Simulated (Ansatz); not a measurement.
# GaH6NO: search for a transition state, part 2 of 2

Ansatz 0.2.0, Gaussian basis; PBE0-D4. Earlier steps stand in the parts before.

## 6. Checking the order of the point

Input file vib/in.yaml:

```yaml
crystal:
  periodic: [false, false, false]
  atoms:
    - {symbol: Ga, position_ang: [-0.779165, -0.354269, -0.595132]}
    - {symbol: N, position_ang: [0.906444, 0.651361, -0.355846]}
    - {symbol: H, position_ang: [-0.630982, -1.630683, -1.481136]}
    - {symbol: H, position_ang: [-2.042193, 0.561419, -0.438572]}
    - {symbol: H, position_ang: [0.644007, -0.007201, 0.819140]}
    - {symbol: O, position_ang: [-0.093433, -0.789282, 1.266744]}
    - {symbol: H, position_ang: [1.723331, 0.362784, -0.876882]}
    - {symbol: H, position_ang: [0.866042, 1.661276, -0.353297]}
    - {symbol: H, position_ang: [-0.593952, -0.455405, 2.014980]}
basis:
  gaussian: {orbitals: def2-TZVP}
hamiltonian: {xc: pbe0, dispersion: d4}
phonons: {temperatures: {t_min: 298.15, t_max: 900, t_step: 200}}
```

Command:

```bash
$ ansatz run in.yaml --threads 4 --pin off --events-out ev --progress --plain --max-ram 9574MiB
```

Log (excerpt; [...] marks lines left out):

```text
Functional definition: PBE0
  name "PBE0"
  cite "Adamo & Barone, J. Chem. Phys. 110, 6158 (1999) doi:10.1063/1.478522"
  cite "Perdew, Burke & Ernzerhof, Phys. Rev. Lett. 77, 3865 (1996) doi:10.1103/PhysRevLett.77.3865"
  parent pbe
[...]
983 factors; their error is unknown
[...]
mean field -56004.04324634 eV, -2058.1106283991 hartree, gradient 1.2e-5 eV, S^2 0.000000; 0 other end points of the search recorded, 0 dependent functions left out
[...]
reference -56004.04327645 eV, -2058.1106295057 hartree; 26, 26 occupied and 120, 120 virtual orbitals, 983 factors
[... from here to the last solve, the lines of the solves are left out (53 solves) ...]
983 factors; their error is unknown
mean field -56004.04313616 eV, -2058.1106243500 hartree, gradient 1.5e-6 eV, S^2 0.000000; 0 other end points of the search recorded, 0 dependent functions left out
[...]
WARN: phonons: modes at or below zero, which the zero-point energy, F, S and C_V leave out: 1, the lowest at -941.65 cm⁻¹. A minimum has none, and a first-order saddle one
[...]
Atom 0 at    -0.779165    -0.354269    -0.595132 Å, force    -0.000186     0.000420    -0.000651 eV/Å
Atom 1 at     0.906444     0.651361    -0.355846 Å, force    -0.000321     0.000342     0.000010 eV/Å
Atom 2 at    -0.630982    -1.630683    -1.481136 Å, force     0.000002     0.000048     0.000264 eV/Å
Atom 3 at    -2.042193     0.561419    -0.438572 Å, force     0.000099     0.000239    -0.000371 eV/Å
Atom 4 at     0.644007    -0.007201     0.819140 Å, force    -0.000015    -0.000239     0.000303 eV/Å
Atom 5 at    -0.093433    -0.789282     1.266744 Å, force     0.001028    -0.001455     0.000331 eV/Å
Atom 6 at     1.723331     0.362784    -0.876882 Å, force     0.000085     0.000064    -0.000244 eV/Å
Atom 7 at     0.866042     1.661276    -0.353297 Å, force    -0.000052     0.000083    -0.000354 eV/Å
Atom 8 at    -0.593952    -0.455405     2.014980 Å, force    -0.000640     0.000499     0.000712 eV/Å
Dipole moment:     0.198920     0.397169     0.136592 e Å
Vibrations: -941.65 365.28 381.32 413.34 438.76 518.89 557.82 666.03 687.54 740.47 747.39 771.47 794.70 1527.89 1580.39 1826.12 1970.07 1999.05 3558.46 3652.00 3892.94 cm⁻¹, zero-point energy 1.679361 eV
```

It took 5.5 min on 4 threads of Intel Xeon at 2.50GHz, shared host; peak memory 0.32 GiB.

Wavenumbers and character of the modes:

| mode | wavenumber (cm⁻¹) | character |
| --- | --- | --- |
| 1 | 942i | changes N2–H5, H5–O6 |
| 2 | 365 | torsion with bend |
| 3 | 381 | torsion with Ga–O stretch |
| 4 | 413 | bend with torsion |
| 5 | 439 | bend with torsion |
| 6 | 519 | Ga–N stretch |
| 7 | 558 | bend with torsion |
| 8 | 666 | torsion with bend |
| 9 | 688 | bend with torsion |
| 10 | 740 | torsion |
| 11 | 747 | bend with torsion |
| 12 | 771 | bend |
| 13 | 795 | torsion with bend |
| 14 | 1528 | bend |
| 15 | 1580 | bend |
| 16 | 1826 | bend |
| 17 | 1970 | Ga–H stretch |
| 18 | 1999 | Ga–H stretch |
| 19 | 3558 | N–H stretch |
| 20 | 3652 | N–H stretch |
| 21 | 3893 | O–H stretch |

Vibrational sums (real modes only):

| T (K) | entropy (J/mol/K) | heat capacity (J/mol/K) |
| --- | --- | --- |
| 298 | 27.9 | 54.3 |
| 498 | 63.8 | 85.1 |
| 698 | 95.7 | 103.7 |
| 898 | 123.5 | 116.7 |

## 7. Relaxing after a step of 0.30 Å one way along the mode

Input file downa/in.yaml:

```yaml
crystal:
  periodic: [false, false, false]
  atoms:
    - {symbol: Ga, position_ang: [-0.832058, -0.417018, -0.515620]}
    - {symbol: N, position_ang: [0.915713, 0.617043, -0.271918]}
    - {symbol: H, position_ang: [-0.617890, -1.625441, -1.482773]}
    - {symbol: H, position_ang: [-2.038870, 0.577360, -0.434957]}
    - {symbol: H, position_ang: [0.763931, 0.157096, 0.598629]}
    - {symbol: O, position_ang: [-0.126901, -0.798118, 1.254446]}
    - {symbol: H, position_ang: [1.714017, 0.338725, -0.835772]}
    - {symbol: H, position_ang: [0.859258, 1.630985, -0.309021]}
    - {symbol: H, position_ang: [-0.637100, -0.480633, 1.996985]}
basis:
  gaussian: {orbitals: def2-TZVP}
hamiltonian: {xc: pbe0, dispersion: d4}
relax: {f_tol: 0.005, max_steps: 200}
```

Command:

```bash
$ ansatz run in.yaml --threads 4 --pin off --events-out ev --progress --plain --max-ram 9574MiB
```

Log (excerpt; [...] marks lines left out):

```text
[... 5 set-up lines as earlier in the session ...]
[...]
983 factors; their error is unknown
[...]
mean field -56004.10196661 eV, -2058.1127863292 hartree, gradient 3.1e-5 eV, S^2 0.000000; 0 other end points of the search recorded, 0 dependent functions left out
[...]
reference -56004.10199648 eV, -2058.1127874270 hartree; 26, 26 occupied and 120, 120 virtual orbitals, 983 factors
relax step   1: F+E_penalty+E_count = -56004.22019153 eV  Δ(F+E_penalty+E_count) = +0.000e0 eV  max|allowed force component| = 4.121e0 eV/Å  Δτ_max = 0.0000 Å  (27 SCF iters, accepted)
[...]
Total energy: -56004.83822217 eV, -2058.1398432218 hartree
Atom 0 at    -0.828788    -0.476747    -0.306938 Å, force     0.001551     0.000625    -0.000508 eV/Å
Atom 1 at     0.975354     0.672030    -0.372037 Å, force     0.000009    -0.002028    -0.000871 eV/Å
Atom 2 at    -0.528451    -1.567112    -1.399743 Å, force    -0.000509    -0.000795    -0.000179 eV/Å
Atom 3 at    -1.971343     0.605664    -0.427522 Å, force    -0.000002     0.000127     0.000144 eV/Å
Atom 4 at     1.334428     0.434367     0.549616 Å, force    -0.000424     0.001598    -0.000177 eV/Å
Atom 5 at    -0.410003    -0.991778     1.406225 Å, force     0.000799    -0.000142    -0.000356 eV/Å
Atom 6 at     1.646093     0.385294    -1.074675 Å, force    -0.000775     0.000025    -0.000149 eV/Å
Atom 7 at     0.851081     1.675524    -0.428053 Å, force     0.000484     0.000604     0.001362 eV/Å
Atom 8 at    -1.068271    -0.737243     2.053126 Å, force    -0.001134    -0.000015     0.000733 eV/Å
Dipole moment:     0.580392     0.699829    -0.112275 e Å
```

Run time: 2.2 min. Hardware: 4 threads of Intel Xeon at 2.50GHz, shared host; peak memory 0.33 GiB.

The steps of the relaxation:

| step | energy from step 1 (eV) | largest force component (eV/Å) |
| --- | --- | --- |
| 1 | 0.0000 | 4.1212 |
| 2 | -0.3077 | 0.9846 |
| 3 | -0.4668 | 0.6970 |
| 4 | -0.5417 | 0.6949 |
| 5 | -0.5821 | 1.1969 |
| 6 | -0.6057 | 0.2602 |
| 7 | -0.6138 | 0.2398 |
| 8 | -0.6156 | 0.1233 |
| 9 | -0.6174 | 0.0372 |
| 10 | -0.6176 | 0.0719 |
| 11 | -0.6178 | 0.0421 |
| 12 | -0.6178 | 0.0319 |
| 13 | -0.6179 | 0.0122 |
| 14 | -0.6180 | 0.0059 |
| 15 | -0.6180 | 0.0014 |
| 16 | -0.6180 | 0.0040 |
| 17 | -0.6180 | 0.0020 |

Distances of close pairs at the start and the end, largest changes first:

| bond | before (Å) | after (Å) | change (Å) |
| --- | --- | --- | --- |
| Ga1–O6 | 1.943 | 1.837 | -0.106 |
| Ga1–N2 | 2.045 | 2.140 | +0.094 |
| N2–H5 | 0.996 | 1.017 | +0.021 |
| Ga1–H4 | 1.566 | 1.578 | +0.013 |
| Ga1–H3 | 1.563 | 1.573 | +0.010 |
| N2–H8 | 1.016 | 1.013 | -0.003 |
| N2–H7 | 1.016 | 1.013 | -0.003 |
| O6–H9 | 0.955 | 0.957 | +0.002 |

## 8. Relaxing after a step of 0.30 Å the other way along the mode

Input file downb/in.yaml:

```yaml
crystal:
  periodic: [false, false, false]
  atoms:
    - {symbol: Ga, position_ang: [-0.726272, -0.291520, -0.674645]}
    - {symbol: N, position_ang: [0.897176, 0.685680, -0.439774]}
    - {symbol: H, position_ang: [-0.644075, -1.635924, -1.479498]}
    - {symbol: H, position_ang: [-2.045516, 0.545477, -0.442187]}
    - {symbol: H, position_ang: [0.524084, -0.171497, 1.039651]}
    - {symbol: O, position_ang: [-0.059965, -0.780447, 1.279042]}
    - {symbol: H, position_ang: [1.732646, 0.386842, -0.917992]}
    - {symbol: H, position_ang: [0.872826, 1.691567, -0.397572]}
    - {symbol: H, position_ang: [-0.550804, -0.430177, 2.032974]}
basis:
  gaussian: {orbitals: def2-TZVP}
hamiltonian: {xc: pbe0, dispersion: d4}
relax: {f_tol: 0.005, max_steps: 200}
```

Command:

```bash
$ ansatz run in.yaml --threads 4 --pin off --events-out ev --progress --plain --max-ram 9574MiB
```

Log (excerpt; [...] marks lines left out):

```text
[... 5 set-up lines as earlier in the session ...]
[...]
983 factors; their error is unknown
[...]
mean field -56003.67157478 eV, -2058.0969697211 hartree, gradient 3.8e-5 eV, S^2 0.000000; 0 other end points of the search recorded, 0 dependent functions left out
[...]
reference -56003.67160504 eV, -2058.0969708330 hartree; 26, 26 occupied and 120, 120 virtual orbitals, 983 factors
relax step   1: F+E_penalty+E_count = -56003.78882998 eV  Δ(F+E_penalty+E_count) = +0.000e0 eV  max|allowed force component| = 5.319e0 eV/Å  Δτ_max = 0.0000 Å  (27 SCF iters, accepted)
[...]
Total energy: -56004.27796769 eV, -2058.1192542494 hartree
Atom 0 at    -0.681597    -0.262373    -0.672288 Å, force    -0.001270     0.000905    -0.003038 eV/Å
Atom 1 at     0.931717     0.714263    -0.487489 Å, force     0.003824     0.000890     0.000723 eV/Å
Atom 2 at    -0.599990    -1.611714    -1.457272 Å, force     0.000087    -0.000098     0.002248 eV/Å
Atom 3 at    -1.988988     0.563532    -0.394847 Å, force    -0.000306    -0.001039     0.002105 eV/Å
Atom 4 at     0.597756    -0.220841     1.189944 Å, force     0.000170     0.000396     0.001021 eV/Å
Atom 5 at    -0.142580    -0.855332     1.353793 Å, force    -0.001587     0.000938    -0.003440 eV/Å
Atom 6 at     1.712802     0.434519    -1.064301 Å, force    -0.000383    -0.000188     0.001029 eV/Å
Atom 7 at     0.867986     1.722347    -0.514480 Å, force    -0.001675    -0.001858     0.000074 eV/Å
Atom 8 at    -0.697006    -0.484399     2.046938 Å, force     0.001140     0.000054    -0.000722 eV/Å
Dipole moment:     0.129798     0.291394     0.316788 e Å
```

Wall time 71 s (4 threads of Intel Xeon at 2.50GHz, shared host); peak memory 0.33 GiB.

Step by step:

| step | energy from step 1 (eV) | largest force component (eV/Å) |
| --- | --- | --- |
| 1 | 0.0000 | 5.3192 |
| 2 | -0.4687 | 0.7854 |
| 3 | -0.4816 | 0.3433 |
| 4 | -0.4880 | 0.0466 |
| 5 | -0.4885 | 0.0414 |
| 6 | -0.4887 | 0.0251 |
| 7 | -0.4890 | 0.0280 |
| 8 | -0.4890 | 0.0528 |
| 9 | -0.4891 | 0.0098 |
| 10 | -0.4891 | 0.0038 |

Distances of close pairs at the start and the end, largest changes first:

| bond | before (Å) | after (Å) | change (Å) |
| --- | --- | --- | --- |
| H5–O6 | 0.877 | 0.989 | +0.112 |
| Ga1–O6 | 2.121 | 2.179 | +0.057 |
| Ga1–N2 | 1.909 | 1.895 | -0.014 |
| Ga1–H4 | 1.580 | 1.571 | -0.008 |
| Ga1–H3 | 1.569 | 1.563 | -0.006 |
| O6–H9 | 0.965 | 0.962 | -0.003 |
| N2–H8 | 1.007 | 1.010 | +0.003 |
| N2–H7 | 1.008 | 1.010 | +0.003 |

## 9. The three structures

| pair | start side (Å) | saddle (Å) | end side (Å) |
| --- | --- | --- | --- |
| Ga1–O6 | 2.179 | 2.031 | 1.837 |
| N2–H5 | 1.949 | 1.372 | 1.017 |
| Ga1–N2 | 1.895 | 1.977 | 2.140 |
| H5–O6 | 0.989 | 1.164 | 2.411 |

## 10. Results

This closing draws on all 2 parts.

```
                       quantity                                                          value
                 imaginary mode                                                      942i cm⁻¹
    barrier from the start side                                                    11.3 kJ/mol
      barrier from the end side                                                    65.4 kJ/mol
             energy of the step                                                   -54.1 kJ/mol
              pairs that change  Ga1–O6 tightened, N2–H5 formed, Ga1–N2 loosened, H5–O6 broken
zero-point energy at the saddle                                                       1.679 eV
```

The point has a single imaginary mode (942i cm⁻¹), as a transition state must. Going downhill both ways gives the intended start and end. A bond meant to break is only loosened at the end: the products stay bound as an adduct. At PBE0-D4/def2-TZVP the electronic barrier is 11.3 kJ/mol, about 5 kT at 298 K, and the step runs 54.1 kJ/mol downhill. A step off the saddle overshot and began above it in energy, so the link to its end is likely but not proven. Lower complexes than these ends may exist.
